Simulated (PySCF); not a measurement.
# C5H8F2S: the cost of one run

Computed with PySCF 2.14.0. Level: levels as typed in each script, gas phase, geometry from GFN2-xTB.

## (1) Where the work starts

SMILES `FC[C@@H]1SCC[C@@H]1F`, 16 atoms, charge 0, spin multiplicity 1.

Bond lengths: F1–C2 1.373 Å, C2–C3 1.522 Å, C2–H9 1.093 Å, C2–H10 1.094 Å, C3–S4 1.838 Å, C3–C7 1.532 Å, C3–H11 1.094 Å, S4–C5 1.828 Å, C5–C6 1.519 Å, C5–H12 1.090 Å, C5–H13 1.087 Å, C6–C7 1.523 Å, C6–H14 1.090 Å, C6–H15 1.090 Å, C7–F8 1.379 Å, C7–H16 1.096 Å. Angles: F1–C2–C3 109.7°, F1–C2–H9 107.4°, F1–C2–H10 107.2°, C3–C2–H9 111.6°, C3–C2–H10 110.5°, H9–C2–H10 110.3°, C2–C3–S4 110.4°, C2–C3–C7 114.1°, C2–C3–H11 108.9°, S4–C3–C7 106.8°, S4–C3–H11 107.3°, C7–C3–H11 109.1°, C3–S4–C5 93.5°, S4–C5–C6 105.4°, S4–C5–H12 108.3°, S4–C5–H13 108.2°, C6–C5–H12 111.4°, C6–C5–H13 113.4° and more.

As a file:

```mol
C5H8F2S
  3D, bonds by distance, orders not assigned

 16 16  0  0  0  0  0  0  0  0999 V2000
   -2.8065    0.0302   -0.2696 F   0  0
   -1.7403   -0.5859    0.3368 C   0  0
   -0.4785   -0.3455   -0.4791 C   0  0
    0.8726   -1.4548    0.0886 S   0  0
    2.0626   -0.0832    0.2963 C   0  0
    1.5635    1.0241   -0.6160 C   0  0
    0.0581    1.0868   -0.3941 C   0  0
   -0.1806    1.6176    0.8559 F   0  0
   -1.6535   -0.1722    1.3452 H   0  0
   -1.9681   -1.6549    0.3826 H   0  0
   -0.6818   -0.5898   -1.5254 H   0  0
    2.0488    0.2270    1.3412 H   0  0
    3.0513   -0.4479    0.0309 H   0  0
    1.7611    0.7834   -1.6609 H   0  0
    2.0294    1.9784   -0.3701 H   0  0
   -0.4580    1.7442   -1.1026 H   0  0
  1  2  8  0
  2  3  8  0
  3  4  8  0
  4  5  8  0
  5  6  8  0
  6  7  8  0
  7  8  8  0
  2  9  8  0
  2 10  8  0
  3 11  8  0
  5 12  8  0
  5 13  8  0
  6 14  8  0
  6 15  8  0
  7 16  8  0
  3  7  8  0
M  END
```

## (2) Density, bond paths and surface potential (HF/def2-svpd)

File input.py:

```python
import numpy as np
from pyscf import gto, scf, dft
from pyscf.scf import atom_ks, atom_hf
from scipy.linalg import block_diag

def solve(mol, dm0=None, hcore=None):
    mf = scf.UHF(mol) if mol.spin else scf.RHF(mol)
    mf = mf.density_fit(auxbasis='def2-universal-jkfit')
    mf.conv_tol, mf.max_cycle = 1e-8, 80
    if hcore is not None:
        mf.get_hcore = lambda *args: hcore
    mf.kernel(dm0)
    if not mf.converged:
        mf = mf.newton().run(mf.mo_coeff, mf.mo_occ, max_cycle=30)
    assert mf.converged, 'SCF not converged'
    return mf

mol = gto.M(atom='''
F     -2.80653     0.03021    -0.26958
C     -1.74026    -0.58586     0.33679
C     -0.47847    -0.34550    -0.47907
S      0.87261    -1.45478     0.08863
C      2.06262    -0.08322     0.29634
C      1.56353     1.02410    -0.61598
C      0.05806     1.08677    -0.39405
F     -0.18058     1.61762     0.85591
H     -1.65347    -0.17223     1.34518
H     -1.96811    -1.65490     0.38262
H     -0.68176    -0.58978    -1.52543
H      2.04885     0.22701     1.34119
H      3.05132    -0.44786     0.03092
H      1.76105     0.78344    -1.66090
H      2.02940     1.97838    -0.37013
H     -0.45796     1.74419    -1.10265
''', basis='def2-svpd', charge=0, spin=0, verbose=4)
mf = solve(mol)
mf.analyze()
# spherically averaged free atoms, for the promolecule
atm = scf.atom_hf.get_atm_nrhf(mol)
pro = block_diag(*[(atm[a[0]][2] * atm[a[0]][3]) @ atm[a[0]][2].T for a in mol._atom])
np.savez('result.npz', e=mf.e_tot, c=mf.mo_coeff, occ=mf.mo_occ, eps=mf.mo_energy, pro=pro, dip=mf.dip_moment(verbose=0), s2=mf.spin_square()[0])
```

The run is started by

```
$ OMP_NUM_THREADS=1 python input.py
```

Q: Estimate wall time and peak memory on 1 thread of AMD EPYC (Zen 3), shared host.

About 15 s, with a peak of 0.46 GiB.
